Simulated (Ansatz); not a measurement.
# Rh (P6_3/mmc): scan of the energy under strain, by script

What does a strain cost in Rh (P6_3/mmc)? Wanted for Rh (P6_3/mmc): a scan of the energy under strain.

Program: Ansatz 0.2.0 through its Python package. Level of theory: DFT LDA, plane waves, PAW. These are calculated values, not measurements.

## Step 1: The system

It takes space group P6_3/mmc (No. 194, hexagonal). The conventional cell has a = 2.692 Å, b = 2.692 Å, c = 8.798 Å, α = 90.00°, β = 90.00°, γ = 120.00°. Rh (site symmetry -3m) has 12 Rh at 2.69 Å as nearest neighbours. Rh (site symmetry -6m2) is surrounded by 12 Rh at 2.69 Å.

The script holds or builds the structure itself.

## Step 2: The code

Contents of rh.py:

```python
"""A uniaxial strain scan of Rh."""

import warnings

import ansatz as az
import matplotlib.pyplot as plt
import numpy as np

vectors0 = np.array([
    [2.691745, 0.0, 0.0],
    [-1.345872, 2.331119, 0.0],
    [0.0, 0.0, 8.79807],
])
sites = [
    ("Rh", (0.0, 0.0, 0.0)),
    ("Rh", (1 / 3, 2 / 3, 0.25)),
    ("Rh", (0.0, 0.0, 0.5)),
    ("Rh", (2 / 3, 1 / 3, 0.75)),
]


def on_lattice(cell):
    crystal = az.Crystal(lattice=az.Lattice.of(cell))
    for symbol, position in sites:
        crystal = crystal.atom(symbol, position)
    return crystal


def main() -> None:
    warnings.simplefilter("ignore", az.DeckWarning)

    # clamped ions: the fractional positions stay as typed
    values = np.linspace(-0.02, 0.02, 5)
    energies = []
    for d in values:
        strain = np.diag([0, 0, d])
        cell = vectors0 @ (np.eye(3) + strain)
        job = (
            on_lattice(cell).calculation()
            .accuracy("medium")
            .functional("lda")
            .occupations(az.OccupationsMethod.METHFESSEL_PAXTON, width=0.3)
            .scf(tolerance=1e-09)
            .basis(380, density_ratio=4)
            .kpoints(15, 15, 4)
            .stress()
        )
        rep = job.run().report
        energies.append(rep["free_energy_ev"] / len(sites))
        s = rep["stress_gpa"]
        print(f"d = {d:+.4f}  stress xx yy zz xy (GPa, compression positive): {s[0][0]:8.3f} {s[1][1]:8.3f} {s[2][2]:8.3f} {s[0][1]:8.3f}")
    energies = np.array(energies)

    for value, e in zip(values, energies):
        print(f"strain {value:7.3f}   E - Emin = {1000 * (e - energies.min()):9.3f} meV/atom")
    plt.figure(figsize=(4.5, 3))
    plt.plot(values, 1000 * (energies - energies.min()), "o-")
    plt.xlabel("strain")
    plt.ylabel("meV/atom")
    plt.tight_layout()
    plt.savefig("strain.png", dpi=100)
    curvature = 2 * np.polyfit(values, energies, 3)[1]
    volume = abs(np.linalg.det(vectors0)) / len(sites)
    print(f"d2E/dd2 over the volume: {curvature / volume * 160.21766:.1f} GPa")


if __name__ == "__main__":
    main()
```

## Step 3: The input behind the calls

The engine receives this input (first run):

```yaml
crystal:
  lattice:
    - [2.691745, 0.0, 0.0]
    - [-1.345872, 2.331119, 0.0]
    - [0.0, 0.0, 8.622108599999999]
  atoms:
    - { symbol: Rh, position: [0.0, 0.0, 0.0] }
    - { symbol: Rh, position: [0.3333333333333333, 0.6666666666666666, 0.25] }
    - { symbol: Rh, position: [0.0, 0.0, 0.5] }
    - { symbol: Rh, position: [0.6666666666666666, 0.3333333333333333, 0.75] }
accuracy: medium
basis:
  ecutwfc: 380.0
  ecutrho_ratio: 4
kpoints:
  mp_grid:
    grid: [15, 15, 4]
hamiltonian:
  xc: lda
scf:
  convergence:
    dr2_threshold: 1.0e-09
  occupations:
    method: methfessel_paxton
    width: 0.3
output:
  stress: true
```

## Step 4: Launch

Launch:

```sh
> python rh.py
```

**Question.** How much energy does this uniaxial strain cost, and what curvature follows?

As calculated:

| quantity | value |
| --- | --- |
| curvature under the strain | 476.3 GPa |
| runs compared | 5 |
| range of energy | 41.28 meV/atom |
| lowest point, strain | -0.020 |

**Reading.** Against the unstrained cell the energy per atom changes by -12.44 meV at one end of the scan and +28.84 meV at the other, and its second derivative over the volume is 476.3 GPa. The minimum lies outside the range, as the cell stands under stress. The cutoff lies under the one recommended for these potentials. Under the recommended cutoff a pressure can be off by several GPa, even in sign. The program warned that this SCF threshold is loose for forces or stresses. The curvature belongs to this strain pattern and to the cell's stress; it equals a single elastic constant only for simple patterns. In a metal a curvature from energy changes of a few meV or less hangs on mesh and smearing, in size and even in sign. This isn't the structure that Rh takes at ambient conditions. The ions keep their fractional positions (clamped ions). Whether this is the phase that is stable at ambient conditions was not tested.
